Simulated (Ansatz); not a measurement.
# C₂H₂F₂Si: basis-set convergence

An exercise on one series of results from a longer session: the logs are not shown, and one member is left open.

Method: one geometry, several basis sets; program: Ansatz 0.2.0, Gaussian basis.

Levels to be run: PBE0-D4/def2-SVP; ωB97M-V/def2-SVP; PBE0-D4/def2-QZVPP; ωB97M-V/def2-QZVPP; the functionals' def2-TZVPP values are taken from earlier runs.

## The relaxed structure

All runs share one geometry, relaxed beforehand with PBE0-D4 in a triple-zeta def2 set.

SMILES `F[Si]1(F)C=C1`, 7 atoms, charge 0, spin multiplicity 1.

Atoms are counted from 1 here; the program's logs count them from 0.

Bond lengths: F1–Si2 1.581 Å, Si2–F3 1.581 Å, Si2–C4 1.759 Å, Si2–C5 1.759 Å, C4–C5 1.362 Å, C4–H6 1.084 Å, C5–H7 1.084 Å. Angles: F1–Si2–F3 103.9°, F1–Si2–C4 124.6°, F1–Si2–C5 124.6°, F3–Si2–C4 124.6°, F3–Si2–C5 124.6°, C4–Si2–C5 45.5°, Si2–C4–C5 67.2°, Si2–C4–H6 160.4°, C5–C4–H6 132.3°, Si2–C5–C4 67.2°, Si2–C5–H7 160.4°, C4–C5–H7 132.3°.

The first run:

File in.yaml:

```yaml
crystal:
  periodic: [false, false, false]
  atoms:
    - {symbol: F, position_ang: [0.680210, -1.297700, 1.687443]}
    - {symbol: Si, position_ang: [0.097140, -0.828965, 0.294663]}
    - {symbol: F, position_ang: [-0.289500, -2.180441, -0.428897]}
    - {symbol: C, position_ang: [-0.689547, 0.718360, 0.009736]}
    - {symbol: C, position_ang: [0.556956, 0.652919, -0.534106]}
    - {symbol: H, position_ang: [-1.438690, 1.501724, 0.026270]}
    - {symbol: H, position_ang: [1.144630, 1.366104, -1.100811]}
basis:
  gaussian: {orbitals: def2-SVP}
hamiltonian: {xc: pbe0, dispersion: d4}
output: {orbitals: {seedname: orbitals}}
```

Launch:

```console
ansatz run in.yaml --threads 2 --pin off --events-out ev --progress --plain --max-ram 4352MiB
```

Among the steps run: PBE0-D4 in def2-SVP; ωB97M-V in def2-SVP; PBE0-D4 in def2-QZVPP; ωB97M-V in def2-QZVPP.

One table of the session follows, with a row left open; its other results are not shown here.

It belongs to the step «Functionals by basis». 

```
functional       basis  HOMO (eV)
   PBE0-D4    def2-SVP          ?
   PBE0-D4  def2-TZVPP      -8.10
   PBE0-D4  def2-QZVPP      -8.11
   ωB97M-V    def2-SVP     -10.24
   ωB97M-V  def2-TZVPP     -10.30
   ωB97M-V  def2-QZVPP     -10.32
```

Q: Estimate the row for PBE0-D4, def2-SVP from the others.

As computed: HOMO (eV): -8.05. In the column «HOMO (eV)» it is the highest.
